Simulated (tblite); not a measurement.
# C8H15B: the cost of one run

Computed with tblite 0.8.0 and PySCF 2.14.0, with density-fitted response routines of our own, on a single molecule in the gas phase. Atoms are numbered from 0 throughout.

## (1) The molecule as given

24 atoms, charge 0, multiplicity 1; geometry from: force field or distance geometry start.

Bonds of the start (Å): B0–C1 1.61, C1–C2 1.49, C2–C3 1.33, C2–C4 1.50, C1–C5 1.48, C5–C6 1.35, C5–C7 1.50, C7–C8 1.52, B0–H9 1.16, B0–H10 1.17, C1–H11 1.10, C3–H12 1.08, C3–H13 1.09, C4–H14 1.11, C4–H15 1.10, C4–H16 1.13, C6–H17 1.07, C6–H18 1.10, C7–H19 1.09, C7–H20 1.13, C8–H21 1.10, C8–H22 1.10, C8–H23 1.12.

## (2) Optimising the geometry with GFN2-xTB

The job: settings as JSON, then the geometry in Å.

```
{"job": {"kind": "relax", "xc": "GFN2-xTB", "basis": "xTB"}, "charge": 0, "multiplicity": 1}
B     -0.102200    -2.108700    -1.236100
C     -0.559300    -0.602500    -0.889100
C     -1.473000    -0.660900     0.287200
C     -1.841500    -1.820900     0.834800
C     -2.078000     0.556800     0.917700
C      0.687700     0.155100    -0.629100
C      1.876400    -0.476900    -0.744600
C      0.726900     1.601900    -0.246500
C      2.169200     2.057000    -0.071000
H     -0.545800    -2.692300    -2.139400
H      0.382800    -2.721700    -0.361900
H     -1.087400    -0.207300    -1.768600
H     -1.478800    -2.778900     0.485900
H     -2.513400    -1.871400     1.689700
H     -1.649300     0.778600     1.913200
H     -2.033000     1.405200     0.222300
H     -3.170900     0.380600     1.123600
H      2.816700    -0.004900    -0.574600
H      1.917300    -1.541200    -1.010500
H      0.129600     2.250000    -0.882200
H      0.281300     1.649300     0.792400
H      2.662900     1.537900     0.761400
H      2.745100     1.997300    -1.006800
H      2.124900     3.137700     0.206800
```

Command:

```
$ OMP_NUM_THREADS=1 python probes_run.py task.json out
```

This one command runs all jobs of the session in turn.

**Question.** How long does this first job take on 1 thread of Arm Neoverse N1, shared host, and how much memory does it need?

About 3.3 s, with a peak of 0.18 GiB.
